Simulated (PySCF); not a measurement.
# C5H8BrClO: circular dichroism and optical rotation

Aim: compute the circular dichroism and optical rotation of C5H8BrClO (`OC[C@@H]1C[C@H](Cl)[C@@H]1Br`).

Programs: PySCF 2.14.0, with routines of our own; each step states its level. All values are computed. Atoms count from 0.

## (1) The system as given

16 atoms, charge 0, multiplicity 1; geometry from: GFN2-xTB.

## (2) Circular dichroism and optical rotation: TDDFT B3LYP/def2-SVPD

What the job is given:

```
{"job": {"kind": "ecd", "xc": "B3LYP", "basis": "def2-SVPD", "nstates": 8}, "charge": 0, "multiplicity": 1}
O     -0.895354    -0.564609    -1.804931
C     -1.536888    -0.407357    -0.574785
C     -0.657577     0.233309     0.509016
C      0.312568     1.303182    -0.030044
C      1.513254     0.417018     0.327780
Cl     2.397820    -0.208811    -1.081192
C      0.556201    -0.574604     1.007995
Br     0.679607    -2.448366     0.493913
H     -0.172327    -1.199318    -1.710384
H     -1.925808    -1.365087    -0.198243
H     -2.384737     0.255065    -0.769378
H     -1.303698     0.561224     1.324950
H      0.197494     1.477327    -1.097998
H      0.292851     2.248915     0.504564
H      2.258225     0.853212     0.993879
H      0.660770    -0.572156     2.093447
```

Level: TDDFT B3LYP/def2-SVPD circular dichroism and optical rotation, one conformer, gas phase.

Run with:

```console
OMP_NUM_THREADS=1 python excited_run.py task.json out
```

This one command runs all jobs of the session in turn.

Output:

```text
coarse grid: 64504 points
cycle   1  E = -3304.2196787118  dE = -8.754e-02  |g| = 6.622e-01  |ddm| = 7.648e+00
cycle   2  E = -3304.0816769216  dE =  1.380e-01  |g| = 1.070e+00  |ddm| = 2.906e+00
cycle   3  E = -3304.3066465349  dE = -2.250e-01  |g| = 9.999e-02  |ddm| = 1.580e+00
cycle   4  E = -3304.3084361372  dE = -1.790e-03  |g| = 3.919e-02  |ddm| = 2.398e-01
cycle   5  E = -3304.3087741695  dE = -3.380e-04  |g| = 1.268e-02  |ddm| = 1.164e-01
cycle   6  E = -3304.3088128384  dE = -3.867e-05  |g| = 3.985e-03  |ddm| = 5.141e-02
cycle   7  E = -3304.3088164859  dE = -3.647e-06  |g| = 1.050e-03  |ddm| = 1.144e-02
final grid: 135048 points
cycle   8  E = -3304.3087859481  dE =  3.213e-07  |g| = 1.760e-03  |ddm| = 1.761e-02
cycle   9  E = -3304.3087842958  dE =  1.652e-06  |g| = 3.088e-03  |ddm| = 1.451e-02
cycle  10  E = -3304.3087867254  dE = -2.430e-06  |g| = 1.616e-04  |ddm| = 9.190e-03
cycle  11  E = -3304.3087867319  dE = -6.452e-09  |g| = 2.023e-05  |ddm| = 4.523e-04
cycle  12  E = -3304.3087867320  dE = -9.049e-11  |g| = 7.494e-06  |ddm| = 5.834e-05
converged SCF energy = -3304.3087867320

Singlet excitations and rotatory strengths (1e-40 esu^2 cm^2)
state   eV       nm     f(len)   f(vel)    R(len)    R(vel)   main configurations
  1   5.6343   220.1  0.00117  0.00158     2.736     3.281   H-1->L 0.98
  2   5.6915   217.8  0.00048  0.00034     2.317     1.638   H->L 0.57, H-2->L 0.40
  3   5.9413   208.7  0.01576  0.01540    -0.178     0.368   H-2->L 0.57, H->L 0.41
  4   6.3056   196.6  0.00384  0.00404     6.929     7.000   H-3->L 0.85, H-4->L 0.12
  5   6.3436   195.4  0.00750  0.00805    -3.800    -3.925   H-4->L 0.84, H-3->L 0.12
  6   6.8668   180.6  0.00955  0.00941    13.859    13.702   H->L+1 0.78, H-1->L+1 0.16
  7   6.8914   179.9  0.01079  0.01028     8.255     8.872   H-1->L+1 0.82, H->L+1 0.16
  8   7.0479   175.9  0.01643  0.01521    -9.106    -8.940   H-2->L+1 0.93

Specific rotation (deg / (dm g/mL))
    nm     length   length(OI)   velocity    alpha(len)  alpha(vel)
  633.0       7.38       9.07      15.08       98.043     98.268
  589.3       9.14      11.10      18.15       98.387     98.613
  546.0      11.62      13.91      22.29       98.819     99.045
  436.0      25.65      29.33      43.63      100.617    100.847
  405.0      34.47      38.76      56.00      101.442    101.674
  365.0      54.43      59.80      82.56      102.889    103.123
  355.0      62.09      67.79      92.40      103.344    103.579
```

Run time: 3.3 min. Hardware: 1 thread of Arm Neoverse V1, shared host; peak memory 1.1 GiB.

## (3) Outcome

| quantity | value |
| --- | --- |
| state of largest rotatory strength (velocity form) among 8 (step 2, TDDFT B3LYP/def2-SVPD) | 6.87 eV, R = +13.7 (velocity), +13.9 (length) ·10⁻⁴⁰ esu² cm² |
| specific rotation at 633.0 nm (step 2, TDDFT B3LYP/def2-SVPD) | 15.1 (velocity), 7.4 (length) |

In words: Steps that list no spin-orbit terms leave them out, which matters at and beside the heavy atoms. Rotations belong to one conformer. The length form depends on the origin in a finite basis.
